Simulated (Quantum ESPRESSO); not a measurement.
# Cr in Quantum ESPRESSO: work function with PBE

Aim: the work function of Cr with PBE.

All numbers are computed with Quantum ESPRESSO 7.5; they aren't measurements. Logs are shortened: lines on timing, memory, paths and dates and some standing lists are left out, and cuts for length are marked.

### Step 1. Starting point

The cell holds a slab with vacuum, 6 atoms: a = 2.498 Å, b = 2.498 Å, c = 25.196 Å, α = 90.00°, β = 90.00°, γ = 109.47°.

### Step 2. Work function, PBE, collinear spin, ferromagnetic start

pw.in

```
&CONTROL
  calculation = 'scf'
  prefix = 'pwscf'
  outdir = './tmp'
  pseudo_dir = './pseudo'
  tprnfor = .true.
  disk_io = 'low'
/
&SYSTEM
  ibrav = 0
  celldm(1) = 8
  nat = 6
  ntyp = 1
  ecutwfc = 94
  nbnd = 58
  occupations = 'smearing'
  smearing = 'fd'
  degauss = 0.00367493
  nspin = 2
  starting_magnetization(1) = 0.2143
/
&ELECTRONS
  conv_thr = 6d-09
  electron_maxstep = 150
  mixing_beta = 0.3
  mixing_mode = 'local-TF'
/
ATOMIC_SPECIES
Cr    51.9961 Cr.upf
CELL_PARAMETERS alat
  0.5899561173733   0.0000000000000  -0.0000000000000
 -0.1966520391244   0.5562159615962   0.0000000000000
  0.0000000000000   0.0000000000000   5.9517222473366
ATOMIC_POSITIONS crystal
Cr     0.5000000000    0.5000000000    0.2976648049
Cr     0.0000000000    0.0000000000    0.3785988830
Cr     0.5000000000    0.5000000000    0.4595329610
Cr     0.0000000000    0.0000000000    0.5404670390
Cr     0.5000000000    0.5000000000    0.6214011170
Cr     0.0000000000    0.0000000000    0.7023351951
K_POINTS automatic
11 11 1 0 0 0
```

pp_density.in

```
&INPUTPP
  prefix = 'pwscf'
  outdir = './tmp'
  filplot = 'density.dat'
  plot_num = 0
/
&PLOT
  nfile = 1
  filepp(1) = 'density.dat'
  iflag = 3
  output_format = 6
  fileout = 'density.cube'
/
```

pp_potential.in

```
&INPUTPP
  prefix = 'pwscf'
  outdir = './tmp'
  filplot = 'potential.dat'
  plot_num = 11
/
&PLOT
  nfile = 1
  filepp(1) = 'potential.dat'
  iflag = 3
  output_format = 6
  fileout = 'potential.cube'
/
```

pp_spin.in

```
&INPUTPP
  prefix = 'pwscf'
  outdir = './tmp'
  filplot = 'spin.dat'
  plot_num = 6
/
&PLOT
  nfile = 1
  filepp(1) = 'spin.dat'
  iflag = 3
  output_format = 6
  fileout = 'spin.cube'
/
```

pp_elf.in

```
&INPUTPP
  prefix = 'pwscf'
  outdir = './tmp'
  filplot = 'elf.dat'
  plot_num = 8
/
&PLOT
  nfile = 1
  filepp(1) = 'elf.dat'
  iflag = 3
  output_format = 6
  fileout = 'elf.cube'
/
```

Potentials or basis: PseudoDojo 0.4.1 SR PBE standard.

Run with:

```
OMP_NUM_THREADS=1 mpirun -n 2 pw.x -nk 2 -in pw.in > pw.out
OMP_NUM_THREADS=1 mpirun -n 1 pp.x -in pp_density.in > pp_density.out
OMP_NUM_THREADS=1 mpirun -n 1 pp.x -in pp_potential.in > pp_potential.out
OMP_NUM_THREADS=1 mpirun -n 1 pp.x -in pp_spin.in > pp_spin.out
OMP_NUM_THREADS=1 mpirun -n 1 pp.x -in pp_elf.in > pp_elf.out
```

pw.out:

```text
This program is part of the open-source Quantum ESPRESSO suite
     for quantum simulation of materials; please cite
[... 6 lines left out ...]
     using ibrav=0 with symmetry is DISCOURAGED, use correct ibrav instead

     K-points division:     npool     =       2
     Subspace diagonalization in iterative solution of the eigenvalue problem:
     a serial algorithm will be used

     G-vector sticks info
     --------------------
     sticks:   dense  smooth     PW     G-vecs:    dense   smooth      PW
     Sum         627     627    197               123183   123183   20903

     Using Slab Decomposition

     bravais-lattice index     =            0
     lattice parameter (alat)  =       8.0000  a.u.
     unit-cell volume          =     999.9442 (a.u.)^3
     number of atoms/cell      =            6
     number of atomic types    =            1
     number of electrons       =        84.00
     number of Kohn-Sham states=           58
     kinetic-energy cutoff     =      94.0000  Ry
     charge density cutoff     =     376.0000  Ry
     scf convergence threshold =      6.0E-09
     mixing beta               =       0.3000
     number of iterations used =            8  local-TF  mixing
     Exchange-correlation= PBE
                           (   1   4   3   4   0   0   0)

     celldm(1)=   8.000000  celldm(2)=   0.000000  celldm(3)=   0.000000
     celldm(4)=   0.000000  celldm(5)=   0.000000  celldm(6)=   0.000000

     crystal axes: (cart. coord. in units of alat)
               a(1) = (   0.589956   0.000000  -0.000000 )
               a(2) = (  -0.196652   0.556216   0.000000 )
               a(3) = (   0.000000   0.000000   5.951722 )

     reciprocal axes: (cart. coord. in units 2 pi/alat)
               b(1) = (  1.695041  0.599288 -0.000000 )
               b(2) = ( -0.000000  1.797863  0.000000 )
               b(3) = (  0.000000  0.000000  0.168019 )

     PseudoPot. # 1 for Cr read from file:
     Cr.upf
     Pseudo is Norm-conserving + core correction, Zval = 14.0
     Generated using ONCVPSP code by D. R. Hamann
     Using radial grid of 1638 points,  6 beta functions with:
                l(1) =   0
                l(2) =   0
                l(3) =   1
                l(4) =   1
                l(5) =   2
                l(6) =   2

     atomic species   valence    mass     pseudopotential
     Cr               14.00    51.99610     Cr( 1.00)

     Starting magnetic structure
     atomic species   magnetization
     Cr              0.214

      4 Sym. Ops., with inversion, found ( 2 have fractional translation)

   Cartesian axes

     site n.     atom                  positions (alat units)
         1        Cr     tau(   1) = (   0.1966520   0.2781080   1.7716182  )
         2        Cr     tau(   2) = (   0.0000000   0.0000000   2.2533154  )
         3        Cr     tau(   3) = (   0.1966520   0.2781080   2.7350125  )
         4        Cr     tau(   4) = (   0.0000000   0.0000000   3.2167097  )
         5        Cr     tau(   5) = (   0.1966520   0.2781080   3.6984069  )
         6        Cr     tau(   6) = (   0.0000000   0.0000000   4.1801040  )

     number of k points=    61  Fermi-Dirac smearing, width (Ry)=  0.0037
                       cart. coord. in units 2pi/alat
        k(    1) = (   0.0000000   0.0000000   0.0000000), wk =   0.0082645
        k(    2) = (   0.0000000   0.1634421   0.0000000), wk =   0.0165289
        k(    3) = (   0.0000000   0.3268841   0.0000000), wk =   0.0165289
        k(    4) = (   0.0000000   0.4903262   0.0000000), wk =   0.0165289
        k(    5) = (   0.0000000   0.6537683   0.0000000), wk =   0.0165289
        k(    6) = (   0.0000000   0.8172104   0.0000000), wk =   0.0165289
[... 53 lines left out ...]
        k(   60) = (   0.7704733  -0.0544807   0.0000000), wk =   0.0165289
        k(   61) = (   0.7704733   0.1089614   0.0000000), wk =   0.0165289

     Dense  grid:   123183 G-vectors     FFT dimensions: (  30,  30, 300)

     Generating pointlists ...
     new r_m :   0.2434 (alat units)  1.9469 (a.u.) for type    1

     Initial potential from superposition of free atoms

     starting charge      83.9914, renormalised to      84.0000

     negative rho (up, down):  5.602E-06 3.625E-06
     Starting wfcs are   60 randomized atomic wfcs

     Self-consistent Calculation

     iteration #  1     ecut=    94.00 Ry     beta= 0.30
     Davidson diagonalization with overlap
     ethr =  1.00E-02,  avg # of iterations =  3.5

     total energy              =   -1067.64217640 Ry
     estimated scf accuracy    <       9.71432878 Ry

     total magnetization       =     7.83 Bohr mag/cell
     absolute magnetization    =     7.89 Bohr mag/cell

     iteration #  2     ecut=    94.00 Ry     beta= 0.30
     Davidson diagonalization with overlap
     ethr =  1.00E-02,  avg # of iterations =  1.0

     total energy              =   -1067.70442998 Ry
     estimated scf accuracy    <       1.80038799 Ry

     total magnetization       =     6.39 Bohr mag/cell
     absolute magnetization    =     6.54 Bohr mag/cell

     iteration #  3     ecut=    94.00 Ry     beta= 0.30
     Davidson diagonalization with overlap
     ethr =  2.14E-03,  avg # of iterations =  1.0

     total energy              =   -1067.52280611 Ry
     estimated scf accuracy    <       1.44573374 Ry

     total magnetization       =     5.83 Bohr mag/cell
     absolute magnetization    =     6.03 Bohr mag/cell

     iteration #  4     ecut=    94.00 Ry     beta= 0.30
     Davidson diagonalization with overlap
     ethr =  1.72E-03,  avg # of iterations =  2.3

     total energy              =   -1067.78305004 Ry
     estimated scf accuracy    <       0.18075862 Ry

     total magnetization       =     2.97 Bohr mag/cell
     absolute magnetization    =     3.27 Bohr mag/cell

     iteration #  5     ecut=    94.00 Ry     beta= 0.30
     Davidson diagonalization with overlap
     ethr =  2.15E-04,  avg # of iterations =  1.7

     total energy              =   -1067.79917341 Ry
     estimated scf accuracy    <       0.08186558 Ry

     total magnetization       =     3.07 Bohr mag/cell
     absolute magnetization    =     3.34 Bohr mag/cell

     iteration #  6     ecut=    94.00 Ry     beta= 0.30
     Davidson diagonalization with overlap
     ethr =  9.75E-05,  avg # of iterations =  2.5

     total energy              =   -1067.81663246 Ry
     estimated scf accuracy    <       0.02807276 Ry

     total magnetization       =     2.25 Bohr mag/cell
     absolute magnetization    =     2.48 Bohr mag/cell

     iteration #  7     ecut=    94.00 Ry     beta= 0.30
     Davidson diagonalization with overlap
     ethr =  3.34E-05,  avg # of iterations =  3.4

     total energy              =   -1067.82826355 Ry
     estimated scf accuracy    <       0.01851989 Ry

     total magnetization       =     1.36 Bohr mag/cell
     absolute magnetization    =     1.94 Bohr mag/cell

     iteration #  8     ecut=    94.00 Ry     beta= 0.30
     Davidson diagonalization with overlap
     ethr =  2.20E-05,  avg # of iterations =  1.0

     total energy              =   -1067.82432753 Ry
     estimated scf accuracy    <       0.01962825 Ry

     total magnetization       =     1.05 Bohr mag/cell
     absolute magnetization    =     1.70 Bohr mag/cell

     iteration #  9     ecut=    94.00 Ry     beta= 0.30
     Davidson diagonalization with overlap
     ethr =  2.20E-05,  avg # of iterations =  2.5

     total energy              =   -1067.83343331 Ry
     estimated scf accuracy    <       0.00643352 Ry

     total magnetization       =     0.30 Bohr mag/cell
     absolute magnetization    =     1.05 Bohr mag/cell

     iteration # 10     ecut=    94.00 Ry     beta= 0.30
     Davidson diagonalization with overlap
     ethr =  7.66E-06,  avg # of iterations =  2.4

     total energy              =   -1067.83234802 Ry
     estimated scf accuracy    <       0.01569345 Ry

     total magnetization       =     0.15 Bohr mag/cell
     absolute magnetization    =     0.90 Bohr mag/cell

     iteration # 11     ecut=    94.00 Ry     beta= 0.30
     Davidson diagonalization with overlap
     ethr =  7.66E-06,  avg # of iterations =  2.5

     total energy              =   -1067.83295830 Ry
     estimated scf accuracy    <       0.00431643 Ry

     total magnetization       =    -0.07 Bohr mag/cell
     absolute magnetization    =     0.58 Bohr mag/cell
[... 103 lines left out ...]
     total energy              =   -1067.83406705 Ry
     estimated scf accuracy    <       0.00000314 Ry

     total magnetization       =    -0.02 Bohr mag/cell
     absolute magnetization    =     0.07 Bohr mag/cell

     iteration # 21     ecut=    94.00 Ry     beta= 0.30
     Davidson diagonalization with overlap
     ethr =  3.74E-09,  avg # of iterations =  2.9

     total energy              =   -1067.83407043 Ry
     estimated scf accuracy    <       0.00000115 Ry

     total magnetization       =    -0.01 Bohr mag/cell
     absolute magnetization    =     0.05 Bohr mag/cell

     iteration # 22     ecut=    94.00 Ry     beta= 0.30
     Davidson diagonalization with overlap
     ethr =  1.37E-09,  avg # of iterations =  3.5

     total energy              =   -1067.83407018 Ry
     estimated scf accuracy    <       0.00000051 Ry

     total magnetization       =    -0.01 Bohr mag/cell
     absolute magnetization    =     0.04 Bohr mag/cell

     iteration # 23     ecut=    94.00 Ry     beta= 0.30
     Davidson diagonalization with overlap
     ethr =  6.10E-10,  avg # of iterations =  4.6

     total energy              =   -1067.83407241 Ry
     estimated scf accuracy    <       0.00000048 Ry

     total magnetization       =    -0.00 Bohr mag/cell
     absolute magnetization    =     0.02 Bohr mag/cell

     iteration # 24     ecut=    94.00 Ry     beta= 0.30
     Davidson diagonalization with overlap
     ethr =  5.75E-10,  avg # of iterations =  3.0

     total energy              =   -1067.83407322 Ry
     estimated scf accuracy    <       0.00000023 Ry

     total magnetization       =    -0.00 Bohr mag/cell
     absolute magnetization    =     0.01 Bohr mag/cell

     iteration # 25     ecut=    94.00 Ry     beta= 0.30
     Davidson diagonalization with overlap
     ethr =  2.69E-10,  avg # of iterations =  3.7

     negative rho (up, down):  1.063E-06 1.083E-06

     total energy              =   -1067.83407358 Ry
     estimated scf accuracy    <       0.00000004 Ry

     total magnetization       =    -0.00 Bohr mag/cell
     absolute magnetization    =     0.01 Bohr mag/cell

     iteration # 26     ecut=    94.00 Ry     beta= 0.30
     Davidson diagonalization with overlap
     ethr =  5.21E-11,  avg # of iterations =  3.8

     negative rho (up, down):  6.179E-06 6.187E-06

     total energy              =   -1067.83407368 Ry
     estimated scf accuracy    <          9.0E-09 Ry

     total magnetization       =    -0.00 Bohr mag/cell
     absolute magnetization    =     0.00 Bohr mag/cell

     iteration # 27     ecut=    94.00 Ry     beta= 0.30
     Davidson diagonalization with overlap
     ethr =  1.07E-11,  avg # of iterations =  4.0

     Magnetic moment per site  (integrated on atomic sphere of radius R)
     atom   1 (R=0.243)  charge= 12.1505  magn=  0.0000
     atom   2 (R=0.243)  charge= 12.2349  magn=  0.0002
     atom   3 (R=0.243)  charge= 12.2358  magn= -0.0002
     atom   4 (R=0.243)  charge= 12.2358  magn= -0.0002
     atom   5 (R=0.243)  charge= 12.2349  magn=  0.0002
     atom   6 (R=0.243)  charge= 12.1505  magn=  0.0000

     End of self-consistent calculation

     Number of k-points >= 100: set verbosity='high' to print the bands.

     the Fermi energy is     6.7278 ev

!    total energy              =   -1067.83407360 Ry
     estimated scf accuracy    <          4.1E-09 Ry
     smearing contrib. (-TS)   =      -0.00347912 Ry
     internal energy E=F+TS    =   -1067.83059449 Ry

     The total energy is F=E-TS. E is the sum of the following terms:
     one-electron contribution =   -9368.50587592 Ry
     hartree contribution      =    4693.63366966 Ry
     xc contribution           =    -157.76676539 Ry
     ewald contribution        =    3764.80837717 Ry

     total magnetization       =    -0.00 Bohr mag/cell
     absolute magnetization    =     0.00 Bohr mag/cell

     convergence has been achieved in  27 iterations

     Forces acting on atoms (cartesian axes, Ry/au):

     atom    1 type  1   force =     0.00000000    0.00000000    0.03175986
     atom    2 type  1   force =     0.00000000    0.00000000   -0.02027123
     atom    3 type  1   force =     0.00000000    0.00000000    0.00133326
     atom    4 type  1   force =     0.00000000    0.00000000   -0.00133326
     atom    5 type  1   force =     0.00000000    0.00000000    0.02027123
     atom    6 type  1   force =     0.00000000    0.00000000   -0.03175986

     Total force =     0.053318     Total SCF correction =     0.000249

=------------------------------------------------------------------------------=
   JOB DONE.
=------------------------------------------------------------------------------=
```

Wall time 32 min (2 MPI ranks of Arm Neoverse V2, shared host); peak memory 2.2 GiB.

Results:

```yaml
Free_energy: -14528.6227 eV
Largest_force: 0.817 eV/Å
Band_gap_on_the_k_mesh: none (metal or under the smearing width)
Net_moment: 0.00 μB per cell
Absolute_moment: 0.00 μB per cell
Valence_electrons_inside_the_program's_atomic_spheres: Cr 12.15, 12.23, 12.24
Work_function_of_the_upper_face: 4.92 eV
Work_function_of_the_lower_face: 4.92 eV
```

Forces on the atoms (eV/Å):
```
Cr   0.000  0.000  0.817
Cr   0.000  0.000 -0.521
Cr   0.000  0.000  0.034
Cr   0.000  0.000 -0.034
Cr   0.000  0.000  0.521
Cr   0.000  0.000 -0.817
```

Caveat: the starting moments collapsed, and a magnetic state may lie lower.
